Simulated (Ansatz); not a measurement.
**YBRh3 (Pm-3m): equation of state with a fit in Python**

Where is the equilibrium volume of YBRh3 (Pm-3m), and how stiff is it? A script is to give an equation of state with a fit; the system is YBRh3 (Pm-3m).

All numbers are computed with Ansatz 0.2.0, driven from Python. Level of theory: DFT PBEsol, plane waves, PAW.

## (1) The system

It takes space group Pm-3m (No. 221, cubic). The conventional cell has a = 4.164 Å, b = 4.164 Å, c = 4.164 Å, α = 90.00°, β = 90.00°, γ = 90.00°. Around Y (site symmetry m-3m) lie 12 Rh at 2.94 Å. B (site symmetry m-3m) is surrounded by 6 Rh at 2.08 Å. Rh (site symmetry 4/mmm) has 2 B at 2.08 Å as nearest neighbours.

No structure file is read: the coordinates are typed or built in the script.

## (2) The code

The input, ybrh3.py:

```python
'''Energy against volume for YBRh3, with a fit.'''

import warnings

import ansatz as az
import numpy as np
from pymatgen.analysis.eos import EOS

vectors0 = np.array([
    [4.1641, 0.0, 0.0],
    [0.0, 4.1641, 0.0],
    [0.0, 0.0, 4.1641],
])
sites = [
    ('Y', (0.0, 0.0, 0.0)),
    ('B', (0.5, 0.5, 0.5)),
    ('Rh', (0.0, 0.5, 0.5)),
    ('Rh', (0.5, 0.0, 0.5)),
    ('Rh', (0.5, 0.5, 0.0)),
]


def build(cell):
    crystal = az.Crystal(lattice=az.Lattice.of(cell))
    for symbol, position in sites:
        crystal = crystal.atom(symbol, position)
    return crystal

warnings.simplefilter('ignore', az.DeckWarning)

# uniform scaling of the cell
volumes, energies, pressures = [], [], []
for scale in np.linspace(0.92, 1.08, 7):
    cell = vectors0 * scale ** (1 / 3)
    calc = (
        build(cell).calculation()
        .functional('pbesol')
        .occupations('cold', width=0.1)
        .basis(500)
        .kpoints(6, 6, 6)
        .stress()
    )
    report = calc.run(threads=1).report
    volumes.append(abs(np.linalg.det(cell)) / len(sites))
    energies.append(report['free_energy_ev'] / len(sites))
    pressures.append(np.trace(report['stress_gpa']) / 3)
    print(f'V = {volumes[-1]:8.4f} A^3/atom  F = {energies[-1]:.5f} eV/atom  P = {pressures[-1]:8.3f} GPa')

for form in ['murnaghan', 'birch_murnaghan']:
    fit = EOS(eos_name=form).fit(volumes, energies)
    print(f'{form:18s} V0 {fit.v0:8.4f} A^3/atom  B0 {fit.b0_GPa:7.1f} GPa  B1 {fit.b1:5.2f}')
```

## (3) What the engine is handed

The engine receives this input (first run):

```yaml
crystal:
  lattice:
    - [4.049957131257939, 0.0, 0.0]
    - [0.0, 4.049957131257939, 0.0]
    - [0.0, 0.0, 4.049957131257939]
  atoms:
    - { symbol: "Y", position: [0.0, 0.0, 0.0] }
    - { symbol: B, position: [0.5, 0.5, 0.5] }
    - { symbol: Rh, position: [0.0, 0.5, 0.5] }
    - { symbol: Rh, position: [0.5, 0.0, 0.5] }
    - { symbol: Rh, position: [0.5, 0.5, 0.0] }
basis:
  ecutwfc: 500.0
kpoints:
  mp_grid:
    grid: [6, 6, 6]
hamiltonian:
  xc: pbesol
scf:
  occupations:
    method: cold
    width: 0.1
output:
  stress: true
```

## (4) The run

The run is started by

```
$ python ybrh3.py
```

The log of the run:

```text
V =  13.2856 A^3/atom  F = -4593.52304 eV/atom  P =   17.335 GPa
V =  13.6707 A^3/atom  F = -4593.55553 eV/atom  P =    9.879 GPa
V =  14.0558 A^3/atom  F = -4593.57136 eV/atom  P =    3.456 GPa
V =  14.4409 A^3/atom  F = -4593.57285 eV/atom  P =   -2.079 GPa
V =  14.8260 A^3/atom  F = -4593.56198 eV/atom  P =   -6.843 GPa
V =  15.2111 A^3/atom  F = -4593.54049 eV/atom  P =  -10.942 GPa
V =  15.5961 A^3/atom  F = -4593.50985 eV/atom  P =  -14.466 GPa
murnaghan          V0  14.2891 A^3/atom  B0   201.2 GPa  B1  4.58
birch_murnaghan    V0  14.2894 A^3/atom  B0   201.7 GPa  B1  4.55
```

Wall time 30 s (1 thread of Intel Xeon Platinum 8259CL at 2.50GHz (Skylake/Cascade Lake), shared host); peak memory 0.57 GiB.

## (5) Inputs of later runs

The engine's inputs for some of the other runs:

Run 3, against run 1:

```diff
@@ -3,3 +3,3 @@
-    - [4.049957131257939, 0.0, 0.0]
-    - [0.0, 4.049957131257939, 0.0]
-    - [0.0, 0.0, 4.049957131257939]
+    - [4.126751799783535, 0.0, 0.0]
+    - [0.0, 4.126751799783535, 0.0]
+    - [0.0, 0.0, 4.126751799783535]
```

Run 5, against run 1:

```diff
@@ -3,3 +3,3 @@
-    - [4.049957131257939, 0.0, 0.0]
-    - [0.0, 4.049957131257939, 0.0]
-    - [0.0, 0.0, 4.049957131257939]
+    - [4.200789996220379, 0.0, 0.0]
+    - [0.0, 4.200789996220379, 0.0]
+    - [0.0, 0.0, 4.200789996220379]
```

Run 7, against run 1:

```diff
@@ -3,3 +3,3 @@
-    - [4.049957131257939, 0.0, 0.0]
-    - [0.0, 4.049957131257939, 0.0]
-    - [0.0, 0.0, 4.049957131257939]
+    - [4.27230650373386, 0.0, 0.0]
+    - [0.0, 4.27230650373386, 0.0]
+    - [0.0, 0.0, 4.27230650373386]
```

## (6) The runs side by side

From the records of these 7 runs:

```
run  volume (Å³/atom)  energy from run 4 (meV/atom)  pressure (GPa)  SCF cycles  CPU time (s)
  1            13.286                         49.81           17.34           6             3
  2            13.671                         17.33            9.88           6           3.1
  3            14.056                          1.49            3.46           6             3
  4            14.441                          0.00           -2.08           6           4.3
  5            14.826                         10.87           -6.84           6           3.8
  6            15.211                         32.36          -10.94           6           3.4
  7            15.596                         63.00          -14.47           7           4.1
```

Energies are free energies F = E - TS of the smeared occupations. 

## (7) Outcome

| quantity | value |
| --- | --- |
| runs compared | 7 |
| range of energy | 63.00 meV/atom |
| lowest point, volume (Å³/atom) | 14.441 |
| equilibrium volume (fit) | 14.29 Å³/atom |
| bulk modulus (fit) | 202 GPa |

What this shows: A third-order Birch-Murnaghan fit through the 7 points has its minimum at 14.29 Å³ an atom, 1.0 % below the typed cell, with a bulk modulus of 202 GPa and dB/dP = 4.6. From that minimum the energy rises by 50.8 meV an atom on the compressed side and 64.0 meV on the expanded side. What to keep in mind:
- No spin polarisation was allowed.
- The mesh is modest for a metal, so energies can be off by several to tens of meV an atom and pressures by half a GPa or more; differences at equal mesh fare better.
- Pressure is positive in compression.
